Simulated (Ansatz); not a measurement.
## H4O2Si, SMILES O[SiH2]O: the interaction energy of a dimer with the counterpoise correction, step by step

With the Python package of Ansatz (0.2.0).

The cells in order, each with its output:

```python
import ansatz as az
```

```python
FIRST = [
    ('O', (-1.3632, -0.2027, 0.2687)),
    ('Si', (0.1024, 0.4479, 0.0256)),
    ('O', (1.0765, -0.8174, -0.3162)),
    ('H', (-1.7536, -0.5103, -0.5432)),
    ('H', (0.0809, 1.3675, -1.1421)),
    ('H', (0.5683, 1.1313, 1.2594)),
    ('H', (1.2884, -1.4165, 0.4476)),
]
SECOND = [
    ('O', (-4.2303, 2.1891, -2.0664)),
    ('Si', (-4.6205, 0.6151, -2.0939)),
    ('O', (-5.5682, 0.3903, -0.7831)),
    ('H', (-4.9723, 2.7422, -2.2895)),
    ('H', (-5.4034, 0.2901, -3.3149)),
    ('H', (-3.3945, -0.2164, -1.9853)),
    ('H', (-5.1049, 0.4285, 0.095)),
]
```

```python
def energy(atoms, ghosts=()):
    molecule = az.Crystal.molecule()
    for symbol, xyz in atoms:
        molecule = molecule.atom(symbol, xyz)
    calc = (
        molecule.calculation()
        .basis(gaussian='cc-pVDZ')
        .functional('b3lyp')
    )
    deck = calc.input()
    if ghosts:
        deck = deck.set(az.key.basis.gaussian.ghost_atoms, [{'symbol': s, 'position_ang': list(xyz)} for s, xyz in ghosts])
    return az.Session.from_dict(deck).plan().execute().report['free_energy_ev']

# ghost atoms carry the functions of the partner
both = energy(FIRST + SECOND)
alone = energy(FIRST) + energy(SECOND)
ghosted = energy(FIRST, SECOND) + energy(SECOND, FIRST)
print(f'dimer {both:.6f} eV')
print(f'interaction, uncorrected   {(both - alone):8.3f} eV')
print(f'interaction, counterpoise  {(both - ghosted):8.3f} eV')
print(f'basis-set superposition    {(alone - ghosted):8.3f} eV')
```

    dimer -24078.442729 eV
    interaction, uncorrected     -0.064 eV
    interaction, counterpoise    -0.032 eV
    basis-set superposition       0.033 eV

Uncorrected it is -0.064 eV, with the counterpoise correction -0.032 eV; the difference, 0.03 eV, is the superposition error.

Reading the output:
- The settings weren't tested for convergence.
- The dimer is a generated trial pose of unrelaxed monomers, not a minimum, so the figure is no binding energy, and the basis set is small.
- b3lyp holds the VWN-RPA fit, as in Gaussian; the form of ORCA and Turbomole is b3lyp5.
- This level lacks the dispersion part of the attraction (electrostatics and induction are there), which can decide the sign where the interaction is weak.
- The whole script took 28 s on 1 thread of Arm Neoverse N1, on a shared host, peak memory 0.35 GiB.
